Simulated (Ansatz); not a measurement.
# GaSi (quartet): wave-function methods side by side at distance Si1–Ga2 = 5.430 Å, cc-pVDZ

Aim: climb from Hartree-Fock through coupled cluster and multireference methods for GaSi (quartet) at one geometry and basis, and see what each rung misses.

The runs use Ansatz 0.2.0, Gaussian basis; cc-pVDZ, core rule «outside noble gas», up to 19 orbitals frozen.

The runs, in order: UHF; CCSD(T) on ROHF; CCSD(T) on UHF; BCCD(T) on ROHF; CISD as a restricted active space (open shells left free, so some higher excitations enter); CCSDT(Q) on ROHF; CCSDT(Q) on UHF; CASSCF and MRCISD+Q, 5 electrons in 5 orbitals; CASSCF and NEVPT2, 5 electrons in 5 orbitals; CASSCF and MRCISD+Q, 7 electrons in 8 orbitals; CASSCF and NEVPT2, 7 electrons in 8 orbitals; Full CI.

23 further runs of the same task are left out: 2 for a known fault of the program, 18 that didn't finish, 3 set aside as unsound or not needed. Runs told in other sessions of the task aren't counted.

## Step 1: What is computed

The geometry derives from a PBE0/def2-TZVP stationary point (not a proven minimum). One bond is set to the value named and the two fragments are kept rigid. No spin-orbit coupling is included. The filled d shell of Ga may be among the frozen orbitals whatever the setting's name suggests.

2 atoms, charge 0, spin multiplicity 4.

Atoms are counted from 1 here; the program's logs count them from 0.

No contacts short enough for the rule that draws bonds.

## Step 2: UHF

Contents of in.yaml:

```yaml
crystal:
  periodic: [false, false, false]
  atoms:
    - {symbol: Si, position_ang: [0.000000, 0.000000, 0.000000]}
    - {symbol: Ga, position_ang: [0.000000, 0.000000, 5.430000]}
basis:
  gaussian: {orbitals: cc-pVDZ}
magnetization: {spin_polarized: true, initial_magnetization: 3}
hamiltonian: {xc: hf}
output: {orbitals: {seedname: orbitals}}
```

The run is started by

```sh
$ ansatz run in.yaml --threads 1 --pin off --events-out ev --progress --plain --max-ram 2393MiB
```

The runs that follow: CCSD(T) on ROHF; CCSD(T) on UHF; BCCD(T) on ROHF; CISD as a restricted active space (open shells left free, so some higher excitations enter); CCSDT(Q) on ROHF; CCSDT(Q) on UHF; CASSCF and MRCISD+Q, 5 electrons in 5 orbitals; CASSCF and NEVPT2, 5 electrons in 5 orbitals; CASSCF and MRCISD+Q, 7 electrons in 8 orbitals; CASSCF and NEVPT2, 7 electrons in 8 orbitals; Full CI.

Q: Predict the results of all the runs planned. Wanted: FCI from the RHF energy; RMP2 from FCI; UMP2 from FCI; RCCSD from FCI; RCCSD(T) from FCI; UCCSD(T) from FCI; RCCSDT(Q) from FCI; UCCSDT(Q) from FCI; NEVPT2 pair from FCI.

The runs gave:

| quantity | value |
| --- | --- |
| FCI from the ROHF energy | -3.1803 eV |
| RMP2 from FCI | +22.96 kcal/mol |
| UMP2 from FCI | +22.73 kcal/mol |
| RCCSD from FCI | +1.89 kcal/mol |
| RCCSD(T) from FCI | +0.81 kcal/mol |
| UCCSD(T) from FCI | +0.71 kcal/mol |
| RCCSDT(Q) from FCI | +0.20 kcal/mol |
| UCCSDT(Q) from FCI | +0.16 kcal/mol |
| NEVPT2 pair from FCI | +20.40 kcal/mol |
| levels within 1 kcal/mol (43 meV) | RCCSD(T), UCCSD(T), BCCD(T), RCCSDT, UCCSDT, RCCSDT(Q), UCCSDT(Q) |
| T1 diagnostic | 0.022 |
| effectively unpaired electrons | 3.26 |

What this shows: RCCSD(T) lands +0.81 kcal/mol from the yardstick (1.1 % of the correlation energy). The occupations show static correlation (3.26 effectively unpaired electrons where one determinant has 3). These misses are within one basis, not against nature; the frozen cores of restricted and unrestricted runs differ, which can shift their rows.

Levels on UHF freeze UHF's core orbitals, full CI those of ROHF, so the U rows can settle a little off it for that reason alone.

With open shells the CI space here admits some higher excitations, so it is larger than plain CISD.
